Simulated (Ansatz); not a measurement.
**GeO (quintet): wave-function methods side by side, cc-pVDZ**

How much of the correlation energy of GeO (quintet) does each wave-function method recover here?

Computed with Ansatz 0.2.0, Gaussian basis. Level: cc-pVDZ, core rule «outside noble gas», up to 15 orbitals frozen.

The runs, in order: UHF; CCSD(T) on ROHF; CCSD(T) on UHF; BCCD(T) on ROHF; CISD; CCSDT(Q) on ROHF; CCSDT(Q) on UHF; CISDTQ; CCSDTQ on ROHF; CCSDTQ on UHF; CASSCF and MRCISD+Q, 10 electrons in 8 orbitals; CASSCF and NEVPT2, 10 electrons in 8 orbitals.

4 further runs of the same task are left out: 4 set aside as unsound or not needed.

## Step 1: The geometry

The geometry is a PBE0/def2-TZVP stationary point (not a proven minimum) of the parent state, kept for this charge and spin. No spin-orbit coupling is included. The filled d shell of Ge may be among the frozen orbitals whatever the setting's name suggests; the logs give the count.

2 atoms, charge 0, spin multiplicity 5.

Atoms are counted from 1 here; the program's logs count them from 0.

Bond lengths: Ge1–O2 1.850 Å.

## Step 2: UHF

in.yaml reads:

```yaml
crystal:
  periodic: [false, false, false]
  atoms:
    - {symbol: Ge, position_ang: [0.000000, 0.000000, 0.000000]}
    - {symbol: O, position_ang: [0.000000, 0.000000, 1.850446]}
basis:
  gaussian: {orbitals: cc-pVDZ}
magnetization: {spin_polarized: true, initial_magnetization: 4}
hamiltonian: {xc: hf}
output: {orbitals: {seedname: orbitals}}
```

On the command line:

```
> ansatz run in.yaml --threads 1 --pin off --events-out ev --progress --plain --max-ram 2816MiB --backend cpu
```

Further steps of the session: CCSD(T) on ROHF; CCSD(T) on UHF; BCCD(T) on ROHF; CISD; CCSDT(Q) on ROHF; CCSDT(Q) on UHF; CISDTQ; CCSDTQ on ROHF; CCSDTQ on UHF; CASSCF and MRCISD+Q, 10 electrons in 8 orbitals; CASSCF and NEVPT2, 10 electrons in 8 orbitals.

**Question.** What will the summary of the whole plan be? Wanted: UCCSDTQ below the RHF energy; RMP2 from UCCSDTQ; UMP2 from UCCSDTQ; RCCSD from UCCSDTQ; RCCSD(T) from UCCSDTQ; UCCSD(T) from UCCSDTQ; RCCSDT(Q) from UCCSDTQ; UCCSDT(Q) from UCCSDTQ; NEVPT2 valence from UCCSDTQ.

**Answer**, as computed:

```
                         quantity                                                    value
     UCCSDTQ below the RHF energy                                               -5.7618 eV
                RMP2 from UCCSDTQ                                               +770.2 meV
                UMP2 from UCCSDTQ                                               +803.5 meV
               RCCSD from UCCSDTQ                                               +196.2 meV
            RCCSD(T) from UCCSDTQ                                                +55.7 meV
            UCCSD(T) from UCCSDTQ                                                +36.0 meV
           RCCSDT(Q) from UCCSDTQ                                                +21.9 meV
           UCCSDT(Q) from UCCSDTQ                                                 -0.8 meV
      NEVPT2 valence from UCCSDTQ                                               +896.4 meV
    MRCISD+Q valence from UCCSDTQ                                                +59.5 meV
levels within 1 kcal/mol (43 meV)  UCCSD(T), RCCSDT, UCCSDT, RCCSDT(Q), UCCSDT(Q), RCCSDTQ
                    T1 diagnostic                                                    0.039
   effectively unpaired electrons                                                     4.01
```

What this shows: RCCSD(T) lands +55.7 meV from the yardstick (1.0 % of the correlation energy). One determinant dominates. Of the multireference levels listed MRCISD+Q valence comes nearest in total energy (+59.5 meV), which doesn't show that its space is the better one. These misses are within one basis, not against nature; the frozen cores of restricted and unrestricted runs differ, which can shift their rows.
